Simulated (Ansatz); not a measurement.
# CH₃Cl₃HfSe: one species, many methods

The task here is to estimate one member of a computed series from the others.

Computed with Ansatz 0.2.0, Gaussian basis. Level: functionals in def2-TZVPP, the program's frozen cores in correlated methods.

Levels to be run: LDA (SPW92), PBE-D4, revPBE-D4, BLYP-D4, r2SCAN-D4, B97M-V, PBE0-D4, B3LYP-D4, r2SCANh-D4, r2SCAN0-D4, HSE06-D4, BHLYP-D4, CAM-B3LYP-D4, LC-ωPBE, ωB97X-V, ωB97M-V, B2PLYP, PBE-QIDH; CCSD(T)/def2-SVP; CCSD(T)/def2-TZVPP; MP2/def2-QZVPP; extrapolation to the limit.

## The geometry

An earlier PBE0-D4 in a triple-zeta def2 set relaxation fixed the geometry. Hf takes the def2 core potential; no spin-orbit term is included.

SMILES `C[Se][Hf]([Cl])([Cl])[Cl]`, 9 atoms, charge 0, spin multiplicity 1.

Atoms are counted from 1 here; the program's logs count them from 0.

Bond lengths: C1–Se2 1.975 Å, C1–H7 1.087 Å, C1–H8 1.094 Å, C1–H9 1.087 Å, Se2–Hf3 2.521 Å, Hf3–Cl4 2.332 Å, Hf3–Cl5 2.318 Å, Hf3–Cl6 2.332 Å. Angles: Se2–C1–H7 107.7°, Se2–C1–H8 113.4°, Se2–C1–H9 107.7°, H7–C1–H8 108.4°, H7–C1–H9 111.3°, H8–C1–H9 108.3°, C1–Se2–Hf3 87.4°, Se2–Hf3–Cl4 108.8°, Se2–Hf3–Cl5 107.1°, Se2–Hf3–Cl6 108.8°, Cl4–Hf3–Cl5 111.5°, Cl4–Hf3–Cl6 109.1°, Cl5–Hf3–Cl6 111.5°.

The first run:

in.yaml

```yaml
crystal:
  periodic: [false, false, false]
  atoms:
    - {symbol: C, position_ang: [-0.025822, -1.330268, 0.949624]}
    - {symbol: Se, position_ang: [1.544746, -0.762151, -0.104628]}
    - {symbol: Hf, position_ang: [0.159951, 1.186392, -0.903854]}
    - {symbol: Cl, position_ang: [-1.730760, 0.366493, -1.996172]}
    - {symbol: Cl, position_ang: [1.495472, 2.428689, -2.334462]}
    - {symbol: Cl, position_ang: [-0.508781, 2.439868, 0.945928]}
    - {symbol: H, position_ang: [0.263917, -1.338040, 1.997350]}
    - {symbol: H, position_ang: [-0.888763, -0.667643, 0.835518]}
    - {symbol: H, position_ang: [-0.309960, -2.323340, 0.610706]}
basis:
  gaussian: {orbitals: def2-TZVPP}
hamiltonian: {xc: lda}
output: {orbitals: {seedname: orbitals}}
```

On the command line:

```sh
> ansatz run in.yaml --threads 2 --pin off --events-out ev --progress --plain --max-ram 32768MiB --backend cpu
```

Steps of the session up to this table: LDA; PBE-D4 (GGA); revPBE-D4 (GGA); BLYP-D4 (GGA); r2SCAN-D4 (meta-GGA); B97M-V (meta-GGA); PBE0-D4 (hybrid); B3LYP-D4 (hybrid); r2SCANh-D4 (hybrid); r2SCAN0-D4 (hybrid); HSE06-D4 (hybrid); BHLYP-D4 (hybrid); CAM-B3LYP-D4 (range-separated); LC-ωPBE (range-separated); ωB97X-V (range-separated); ωB97M-V (range-separated); B2PLYP (double hybrid); PBE-QIDH (double hybrid).

One of the session's tables, all rows but one given; the rest of the session is left out.

It belongs to the step «Frontier levels by functional». 

```
  functional  HOMO (eV)  LUMO (eV)  gap (eV)
 LDA (SPW92)      -6.41      -3.19      3.22
      PBE-D4      -6.25      -2.94      3.31
   revPBE-D4      -6.19      -2.85      3.34
     BLYP-D4      -6.06      -2.78      3.28
   r2SCAN-D4          ?          ?         ?
      B97M-V      -6.56      -2.74      3.82
     PBE0-D4      -7.36      -2.14      5.21
    B3LYP-D4      -7.12      -2.32      4.80
  r2SCANh-D4      -6.93      -2.50      4.43
  r2SCAN0-D4      -7.54      -2.04      5.49
    HSE06-D4      -6.96      -2.52      4.45
    BHLYP-D4      -8.30      -1.15      7.14
CAM-B3LYP-D4      -8.58      -1.04      7.53
     LC-ωPBE      -9.91       0.04      9.96
     ωB97X-V      -9.58      -0.02      9.55
     ωB97M-V      -9.43      -0.10      9.33
```

Estimate the missing values for r2SCAN-D4.

Worked estimate for «HOMO (eV)». Against the share of exact exchange, r2SCANh-D4 (0.1, -6.93), r2SCAN0-D4 (0.25, -7.54) give a slope of -4.07 per unit share; at 0 the line stands at -6.52.

As computed: HOMO (eV): -6.52; LUMO (eV): -2.79; gap (eV): 3.73. In «HOMO (eV)» the line misses by 0.00.
